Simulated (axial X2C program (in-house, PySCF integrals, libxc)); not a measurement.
# A two-component session on MnNa: properties at the nuclei

Wanted for MnNa: properties at the nuclei, at the two-component level.

Method: two-component X2C with atomic mean-field terms, Mn dyall-cv3z, Na dyall-cv3z; program: an in-house X2C program for linear molecules on PySCF integrals.

All values are calculated.

### 1 The job

The input, task.json:

```json
{"zs": [25, 11], "q": 0, "bas": ["dyall-cv3z", "dyall-cv3z"], "r0": 2.74, "levels": ["PBE0", "HF", "r2SCAN", "B3LYP", "PBE50"], "nst": 3}
```

Keys: zs atomic numbers; q charge; bas basis sets; r0 starting distance in Å; levels methods (HF also brings MP2); nst determinants followed.

Command:

```console
$ python soeom.py task.json out
```

Nuclei are Gaussian, cores are contracted, and the Gaunt term is on.

### 2 Expectation values, lowest determinant

R = 3.302 Å. State: Ω = 3 (excess of +ω over −ω: ω = 1/2, ω = 5/2).

Output of the PBE0 run:

```text
two-component X2C + atomic mean field  PBE0
basis functions 180  fitting functions 922  grid points 5088
iter        total energy     max residual
   1      -1320.457735805     3.54e-05
   2      -1320.457735807     1.12e-05
   3      -1320.457735809     5.35e-06
converged
one-electron -1910.64984839  Coulomb 613.17098900  exact exchange -16.35584510  xc functional -50.37766064  nuclear repulsion 44.07139098  atomic mean-field constant -0.31676165
```

The highest occupied spinor is 53% Na s, 38% Mn p, 4% Mn s.

```tsv
level	Eeff magnitude (GV/cm)	Ws magnitude Mn (kHz)	A∥/gI Mn (MHz)	qzz Mn (a.u.)	A∥/gI Na (MHz)	qzz Na (a.u.)	μ (D)
PBE0	0.504	0.0683	180	-0.52	74.5	-0.05	1.19
HF	0.833	0.112	117	-0.51	70.5	-0.04	0.35
r2SCAN	0.577	0.0778	266	-0.57	78.5	-0.05	1.45
B3LYP	0.398	0.0539	185	-0.44	89.3	-0.05	0.91
PBE50	0.592	0.0798	156	-0.53	72.6	-0.05	1.42
```

Eeff is the effective electric field on the electron dipole moment in this Ω state and Ws the scalar–pseudoscalar constant (defined with the proton number Z and per Ω); A∥ is the parallel hyperfine constant, which follows by multiplying with the nuclear g factor gI = μI/(I μN); qzz is the electric field gradient, eQq0 = 234.96 MHz × Q/barn × qzz; μ is positive if Na is the positive end. The operators were transformed with the bare-nucleus X2C matrices.

### 3 Expectation values, a higher determinant

R = 3.302 Å. State: Ω = 2 (excess of +ω over −ω: ω = -1/2, ω = 5/2), 0.11 eV above the lowest in the PBE0 search for states (made at or near this distance, with looser thresholds).

Output of the PBE0 run:

```text
two-component X2C + atomic mean field  PBE0
basis functions 180  fitting functions 922  grid points 5088
iter        total energy     max residual
   1      -1320.453714975     3.96e-05
   2      -1320.453714979     1.36e-05
   3      -1320.453714981     8.23e-06
converged
one-electron -1910.80060775  Coulomb 613.32280436  exact exchange -16.35325752  xc functional -50.37728340  nuclear repulsion 44.07139098  atomic mean-field constant -0.31676165
```

The highest occupied spinor is 45% Na s, 30% Mn p, 11% Mn s.

```tsv
level	Eeff magnitude (GV/cm)	Ws magnitude Mn (kHz)	A∥/gI Mn (MHz)	qzz Mn (a.u.)	A∥/gI Na (MHz)	qzz Na (a.u.)	μ (D)
PBE0	0.369	0.0694	130	-0.32	-132	-0.05	1.42
HF	0.817	0.162	86.2	-0.33	-122	-0.03	0.47
r2SCAN	0.338	0.0604	261	-0.44	-133	-0.06	2.07
B3LYP	0.285	0.0512	130	-0.35	-143	-0.05	1.46
PBE50	0.491	0.0956	99.6	-0.32	-129	-0.04	1.45
```

### 4 Expectation values, a higher determinant

R = 3.302 Å. State: Ω = 1 (excess of +ω over −ω: ω = -3/2, ω = 5/2), 1.04 eV above the lowest in the PBE0 search for states (made at or near this distance, with looser thresholds).

Output of the PBE0 run:

```text
two-component X2C + atomic mean field  PBE0
basis functions 180  fitting functions 922  grid points 5088
iter        total energy     max residual
   1      -1320.419531509     8.99e-05
   2      -1320.419531522     2.72e-05
   3      -1320.419531529     4.78e-05
   4      -1320.419531542     4.88e-05
   5      -1320.419531548     7.75e-06
converged
one-electron -1912.55385522  Coulomb 615.13761517  exact exchange -16.34584192  xc functional -50.41207890  nuclear repulsion 44.07139098  atomic mean-field constant -0.31676165
```

The highest occupied spinor is 51% Mn d, 30% Na p, 16% Mn p.

```tsv
level	Eeff magnitude (GV/cm)	Ws magnitude Mn (kHz)	A∥/gI Mn (MHz)	qzz Mn (a.u.)	A∥/gI Na (MHz)	qzz Na (a.u.)	μ (D)
PBE0	0.251	0.128	606	-0.36	-117	0.00	3.48
HF	0.78	0.322	695	-0.08	-98.6	0.02	2.92
r2SCAN	0.359	0.169	858	-0.40	-133	-0.01	3.40
B3LYP	0.0994	0.0598	436	-0.56	-115	-0.01	3.81
PBE50	0.376	0.169	616	0.12	-74.5	0.01	3.68
```

### 5 Results

| quantity | value |
| --- | --- |
| lowest determinant | Ω = 3 (excess of +ω over −ω: ω = 1/2, ω = 5/2) |
| Eeff magnitude (GV/cm), PBE0 | 0.504 |
| Ws magnitude Mn (kHz), PBE0 | 0.0683 |
| A∥/gI Mn (MHz), PBE0 | 180 |
| qzz Mn (a.u.), PBE0 | -0.52 |
| higher determinant | Ω = 2 (excess of +ω over −ω: ω = -1/2, ω = 5/2) |
| Eeff magnitude (GV/cm), PBE0, higher determinant | 0.369 |
| Ws magnitude Mn (kHz), PBE0, higher determinant | 0.0694 |
| A∥/gI Mn (MHz), PBE0, higher determinant | 130 |
| qzz Mn (a.u.), PBE0, higher determinant | -0.32 |
| higher determinant | Ω = 1 (excess of +ω over −ω: ω = -3/2, ω = 5/2) |
| Eeff magnitude (GV/cm), PBE0, higher determinant | 0.251 |
| Ws magnitude Mn (kHz), PBE0, higher determinant | 0.128 |
| A∥/gI Mn (MHz), PBE0, higher determinant | 606 |
| qzz Mn (a.u.), PBE0, higher determinant | -0.36 |

What this shows: In the first state, the effective field runs from 0.398 to 0.833 GV/cm over the mean-field levels, so the levels don't agree on it. The expectation values come from single determinants, which for open shells can mix terms of unlike spin or miss the lowest Ω, so a determinant need not be a state. Eeff is the effective electric field on the electron dipole moment in this Ω state and Ws the scalar–pseudoscalar constant (defined with the proton number Z and per Ω); A∥ is the parallel hyperfine constant, which follows by multiplying with the nuclear g factor gI = μI/(I μN); qzz is the electric field gradient, eQq0 = 234.96 MHz × Q/barn × qzz; μ is positive if Na is the positive end. The operators were transformed with the bare-nucleus X2C matrices.
